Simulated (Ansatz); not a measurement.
# Cu: single point

Program: Ansatz 0.2.0, driven from Python. Level of theory: DFT r2SCAN, plane waves, PAW. These are calculated values, not measurements.

## 1. The structure

It takes space group C2/m (No. 12, monoclinic). Conventional cell: a = 4.389 Å, b = 2.534 Å, c = 4.113 Å, α = 90.00°, β = 90.00°, γ = 90.00°. Cu (site symmetry m) is surrounded by 12 Cu at 2.48 to 2.57 Å.

No structure file is read: the coordinates are typed or built in the script.

## 2. Script

File scf_cu.py:

```python
"""Self-consistent field of Cu at the given structure with displaced atoms."""

import argparse

import ansatz as az
import numpy as np
from pymatgen.core import Structure

parser = argparse.ArgumentParser(description="Self-consistent field of Cu at the given structure with displaced atoms.")
parser.add_argument("--filling", default="Methfessel-Paxton", help="how the bands are filled")
parser.add_argument("--smearing-width", type=float, required=True, help="smearing width (eV)")
parser.add_argument("--mesh", type=int, nargs=3, default=[6, 6, 3], help="k-point sampling")
parser.add_argument("--scf-tol", type=float, default=1e-09, help="SCF tolerance (eV)")
args = parser.parse_args()

crystal = (
    az.Lattice.of((2.5341, 0.0, 0.0), (-1.26705, 2.19459, 0.0), (0.0, 0.0, 4.11257))
    .atom("Cu", (0.33622, 0.6752, 0.25346))
    .atom("Cu", (0.66301, 0.33895, 0.74163))
)

# settings of the run
calculation = (
    crystal.calculation()
    .occupations(args.filling, width=args.smearing_width)
    .kpoints(mesh=args.mesh)
    .functional(az.Functional.R2SCAN)
    .scf(tolerance=args.scf_tol)
    .compute(band_table=True, forces=True, stress=True)
)
result = calculation.run(threads=1, backend="cpu")
data = result.report

print("%-22s %14.5f eV" % ("F = E - TS", data["free_energy_ev"]))
print("%-22s %14.5f eV" % ("E", data["internal_energy_ev"]))
print("%-22s %14.5f eV" % ("Harris-Foulkes", data["harris_foulkes_ev"]))
print("%-22s %14.5f eV" % ("Fermi level", data["fermi_energy_ev"]))

fermi = data["fermi_energy_ev"]
print("levels less the Fermi level (eV) at the first k-points (first spin channel where there are two)")
for k, levels in list(zip(data["kpoints_frac"], data["eigenvalues_ev"]))[:4]:
    print("k = ({:.3f}, {:.3f}, {:.3f})".format(*k))
    print("   ", " ".join(f"{e - fermi:.3f}" for e in levels))

atom = int(np.linalg.norm(data["forces_ev_ang"], axis=1).argmax())
print("force on atom", atom, "by term (eV/A)")
for term, rows in data["force_terms_ev_ang"].items():
    if np.abs(rows[atom]).max() > 1e-6:
        print(f"  {term:26s}", np.round(rows[atom], 4))
print("net force on the cell:", np.round(np.sum(data["forces_ev_ang"], axis=0), 6) + 0.0)

# principal values and the von Mises stress of the deviator
principal = np.linalg.eigvalsh(np.array(data["stress_gpa"]))
mises = np.sqrt(0.5 * sum((principal[i] - principal[i - 1]) ** 2 for i in range(3)))
print("principal stresses (GPa, compression positive):", np.round(principal, 3))
print(f"mean {principal.mean():.3f} GPa, von Mises {mises:.3f} GPa, PV = {principal.mean() * data['setup']['cell_volume_ang3'] / 160.21766:.4f} eV")

terms = data["components"]
print({name: round(terms[name], 3) for name in ("e_kinetic", "e_hartree", "e_xc", "e_local", "e_nonlocal", "e_ewald", "e_paw") if name in terms})

final = Structure(result.lattice.cell_ang, [s.symbol for s in result.lattice.sites], [s.position_frac for s in result.lattice.sites])
distances = np.array([n.nn_distance for shell in final.get_all_neighbors(5.0) for n in shell])
values, counts = np.unique(distances.round(2), return_counts=True)
print("distance (A)  neighbours per atom")
for value, count in list(zip(values, counts))[:14]:
    print(f"{value:10.2f} {count / len(final):10.2f}")
```

## 3. Launch

On the command line:

```console
> python scf_cu.py --smearing-width 0.02
```

Q: Estimate wall time and peak memory on 1 thread of Intel Xeon Platinum 8375C at 2.90GHz (Ice Lake), shared host.

About 5.6 s, with a peak of 0.47 GiB.
